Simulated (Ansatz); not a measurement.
# CH₈GeOSi: one species, many methods

An exercise on one series of results from a longer session: the logs are not shown, and one member is left open.

The runs use Ansatz 0.2.0, Gaussian basis; functionals in def2-TZVPP, the program's frozen cores in correlated methods.

Plan: LDA (SPW92), PBE-D4, revPBE-D4, BLYP-D4, r2SCAN-D4, B97M-V, PBE0-D4, B3LYP-D4, r2SCANh-D4, r2SCAN0-D4, HSE06-D4, BHLYP-D4, CAM-B3LYP-D4, LC-ωPBE, ωB97X-V, ωB97M-V, B2PLYP, PBE-QIDH; CCSD(T)/def2-SVP; CCSD(T)/def2-TZVPP; MP2/def2-QZVPP; extrapolation to the limit; RPA on PBE.

### The geometry

All runs share one geometry, relaxed beforehand with PBE0-D4 in a triple-zeta def2 set.

SMILES `O[SiH2][CH2][GeH3]`, 12 atoms, charge 0, spin multiplicity 1.

Atoms are counted from 1 here; the program's logs count them from 0.

Bond lengths: O1–Si2 1.651 Å, O1–H5 0.957 Å, Si2–C3 1.861 Å, Si2–H6 1.492 Å, Si2–H7 1.483 Å, C3–Ge4 1.962 Å, C3–H8 1.094 Å, C3–H9 1.095 Å, Ge4–H10 1.537 Å, Ge4–H11 1.540 Å, Ge4–H12 1.538 Å. Angles: Si2–O1–H5 118.2°, O1–Si2–C3 112.2°, O1–Si2–H6 110.2°, O1–Si2–H7 105.1°, C3–Si2–H6 109.8°, C3–Si2–H7 109.7°, H6–Si2–H7 109.7°, Si2–C3–Ge4 113.6°, Si2–C3–H8 110.8°, Si2–C3–H9 108.7°, Ge4–C3–H8 108.2°, Ge4–C3–H9 108.2°, H8–C3–H9 107.0°, C3–Ge4–H10 110.0°, C3–Ge4–H11 110.0°, C3–Ge4–H12 110.2°, H10–Ge4–H11 108.7°, H10–Ge4–H12 109.1° and more.

Set-up of the first run:

Input file in.yaml:

```yaml
crystal:
  periodic: [false, false, false]
  atoms:
    - {symbol: O, position_ang: [-0.883141, 1.609677, -1.101648]}
    - {symbol: Si, position_ang: [-0.463595, 1.314707, 0.467703]}
    - {symbol: C, position_ang: [0.690966, -0.136771, 0.625177]}
    - {symbol: Ge, position_ang: [0.131118, -1.702689, -0.415035]}
    - {symbol: H, position_ang: [-0.222704, 1.987056, -1.682973]}
    - {symbol: H, position_ang: [0.162408, 2.527086, 1.070468]}
    - {symbol: H, position_ang: [-1.740475, 1.015089, 1.159885]}
    - {symbol: H, position_ang: [1.703640, 0.136060, 0.313663]}
    - {symbol: H, position_ang: [0.748206, -0.428060, 1.679322]}
    - {symbol: H, position_ang: [0.353734, -1.445913, -1.914165]}
    - {symbol: H, position_ang: [0.955428, -2.934690, 0.002402]}
    - {symbol: H, position_ang: [-1.358686, -1.996652, -0.170901]}
basis:
  gaussian: {orbitals: def2-TZVPP}
hamiltonian: {xc: lda}
output: {orbitals: {seedname: orbitals}}
```

Among the steps run: LDA; PBE-D4 (GGA); revPBE-D4 (GGA); BLYP-D4 (GGA); r2SCAN-D4 (meta-GGA); B97M-V (meta-GGA); PBE0-D4 (hybrid); B3LYP-D4 (hybrid); r2SCANh-D4 (hybrid); r2SCAN0-D4 (hybrid); HSE06-D4 (hybrid); BHLYP-D4 (hybrid); CAM-B3LYP-D4 (range-separated); LC-ωPBE-D4 (range-separated; the results give it without D4); ωB97X-V (range-separated); ωB97M-V (range-separated); B2PLYP (double hybrid); PBE-QIDH (double hybrid).

One table of the session follows, with a row left open; its other results are not shown here.

It belongs to the step «Orbital energies across the functionals». 

| functional | HOMO (eV) | gap (eV) |
| --- | --- | --- |
| LDA (SPW92) | -7.05 | 6.21 |
| PBE-D4 | -6.95 | 6.31 |
| revPBE-D4 | -6.90 | 6.37 |
| BLYP-D4 | -6.85 | 6.26 |
| r2SCAN-D4 | -7.26 | 7.14 |
| B97M-V | -7.39 | 6.93 |
| PBE0-D4 | -8.28 | 8.51 |
| B3LYP-D4 | -8.08 | 8.01 |
| r2SCANh-D4 | -7.76 | 7.91 |
| r2SCAN0-D4 | -8.49 | 9.04 |
| HSE06-D4 | -7.88 | 7.74 |
| BHLYP-D4 | -9.50 | 10.46 |
| CAM-B3LYP-D4 | -9.65 | 10.73 |
| LC-ωPBE | ? | ? |
| ωB97X-V | -10.64 | 12.80 |
| ωB97M-V | -10.49 | 12.27 |

Estimate the missing values for LC-ωPBE.

**Answer.** HOMO (eV): -10.98; gap (eV): 13.33. In the column «HOMO (eV)» it is the lowest.
